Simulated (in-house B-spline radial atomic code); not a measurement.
**Dy³⁺ in a hard spherical wall**

Wanted: the cost of confining Dy³⁺, radius by radius. More than one configuration is followed.

Method: Dirac-Coulomb LDA (Slater, VWN5), spherical fractional occupations, Fermi nucleus, basis-set limit. Code: in-house B-spline radial atomic code version 1.

## 1. Starting point

| Item | Value |
| --- | --- |
| element | dysprosium (Z = 66) |
| charge | +3 |
| electrons | 63 |
| configuration | [Xe] 4f9 |
| Hamiltonian | Dirac-Coulomb |
| nucleus | Fermi, rms radius 5.222 fm |

Outer shells as boxes (Hund's rule):

[Xe] 4f9
```
[Xe] core
4f [↑↓][↑↓][↑ ][↑ ][↑ ][↑ ][↑ ]
```

The boxes only draw the filling; these runs are spin-restricted and spherical.

Settings, as recorded:

```ini
Z = 66
electrons = 63.0
configuration = [Xe] 4f9
hamiltonian = dirac
method = lda,vwn
spin_polarised = False
nucleus = fermi
rms_radius = 5.2218
mass_number = 164
atomic_mass = 163.929180819
speed_of_light = 137.035999084
```

From the earlier run of the reference: total energy -12157.631661 hartree. Levels, eight at most:

```csv
orbital,occupation,energy (eV),<r> (bohr)
4p3/2,4,-312.70,0.5705
4d3/2,4,-189.37,0.6018
4d5/2,6,-182.58,0.6127
5s1/2,2,-78.455,1.274
5p1/2,2,-57.554,1.416
5p3/2,4,-52.325,1.507
4f5/2,3.85714,-35.526,0.7990
4f7/2,5.14286,-34.576,0.8108
```

## 2. Wall at 9.76 bohr, configuration [Xe] 4f9

Settings, as recorded:

```ini
Z = 66
electrons = 63.0
configuration = [Xe] 4f9
hamiltonian = dirac
method = lda,vwn
spin_polarised = False
nucleus = fermi
rms_radius = 5.2218
mass_number = 164
atomic_mass = 163.929180819
speed_of_light = 137.035999084
wall_radius = 9.76
```

## 3. Wall at 3.66 bohr, configuration [Xe] 4f9

Changes to the settings of step 2:

```diff
@@ -11,2 +11,2 @@
 speed_of_light = 137.035999084
-wall_radius = 9.76
+wall_radius = 3.66
```

## 4. Wall at 1.79 bohr, configuration [Xe] 4f9

Changes to the settings of step 3:

```diff
@@ -11,2 +11,2 @@
 speed_of_light = 137.035999084
-wall_radius = 3.66
+wall_radius = 1.79
```

## 5. Wall at 9.76 bohr, configuration [Kr] 4d10 4f9 5s2 5p5 5f1

Settings, as recorded:

```ini
Z = 66
electrons = 63.0
configuration = [Kr] 4d10 4f9 5s2 5p5 5f1
hamiltonian = dirac
method = lda,vwn
spin_polarised = False
nucleus = fermi
rms_radius = 5.2218
mass_number = 164
atomic_mass = 163.929180819
speed_of_light = 137.035999084
wall_radius = 9.76
```

## 6. Wall at 3.66 bohr, configuration [Kr] 4d10 4f9 5s2 5p5 5f1

Changes to the settings of step 5:

```diff
@@ -11,2 +11,2 @@
 speed_of_light = 137.035999084
-wall_radius = 9.76
+wall_radius = 3.66
```

## 7. Wall at 1.79 bohr, configuration [Kr] 4d10 4f9 5s2 5p5 5f1

Changes to the settings of step 6:

```diff
@@ -11,2 +11,2 @@
 speed_of_light = 137.035999084
-wall_radius = 3.66
+wall_radius = 1.79
```

## 8. Wall at 9.76 bohr, configuration [Kr] 4d10 4f9 5s2 5p5 5d1

Settings, as recorded:

```ini
Z = 66
electrons = 63.0
configuration = [Kr] 4d10 4f9 5s2 5p5 5d1
hamiltonian = dirac
method = lda,vwn
spin_polarised = False
nucleus = fermi
rms_radius = 5.2218
mass_number = 164
atomic_mass = 163.929180819
speed_of_light = 137.035999084
wall_radius = 9.76
```

## 9. Wall at 3.66 bohr, configuration [Kr] 4d10 4f9 5s2 5p5 5d1

Changes to the settings of step 8:

```diff
@@ -11,2 +11,2 @@
 speed_of_light = 137.035999084
-wall_radius = 9.76
+wall_radius = 3.66
```

## 10. Wall at 1.79 bohr, configuration [Kr] 4d10 4f9 5s2 5p5 5d1

Changes to the settings of step 9:

```diff
@@ -11,2 +11,2 @@
 speed_of_light = 137.035999084
-wall_radius = 3.66
+wall_radius = 1.79
```

Q: What do the energy and the highest level do as the wall closes in, and which configuration is lower at each radius?

**Answer**, as computed:

| configuration | radius (bohr) | energy above the free system (eV) | highest level (eV) |
| --- | --- | --- | --- |
| [Xe] 4f9 | 9.76 | below noise | -34.576 (4f7/2) |
| [Xe] 4f9 | 3.66 | 1.266 | -33.678 (4f7/2) |
| [Xe] 4f9 | 1.79 | 330.61 | 13.543 (4f7/2) |
| [Kr] 4d10 4f9 5s2 5p5 5f1 | 9.76 | 46.977 | -11.794 (5f7/2) |
| [Kr] 4d10 4f9 5s2 5p5 5f1 | 3.66 | 61.136 | 4.269 (5f7/2) |
| [Kr] 4d10 4f9 5s2 5p5 5f1 | 1.79 | 460.77 | 139.75 (5f7/2) |
| [Kr] 4d10 4f9 5s2 5p5 5d1 | 9.76 | 29.333 | -26.284 (5d5/2) |
| [Kr] 4d10 4f9 5s2 5p5 5d1 | 3.66 | 32.112 | -23.431 (5d5/2) |
| [Kr] 4d10 4f9 5s2 5p5 5d1 | 1.79 | 387.42 | 66.745 (5d5/2) |

For [Xe] 4f9 the energy above the free reference is below noise at 9.76 bohr and 330.61 eV at 1.79 bohr. Its highest level passes zero between 3.66 and 1.79 bohr; in smaller spheres the level is positive, pushed up by confinement, and the wall keeps the electron in. Of [Xe] 4f9 and [Kr] 4d10 4f9 5s2 5p5 5f1, the first stays lower at every radius that both share. At 1.79 bohr the lowest of all 3 is [Xe] 4f9. A hard wall is a crude model of an atom's surroundings.
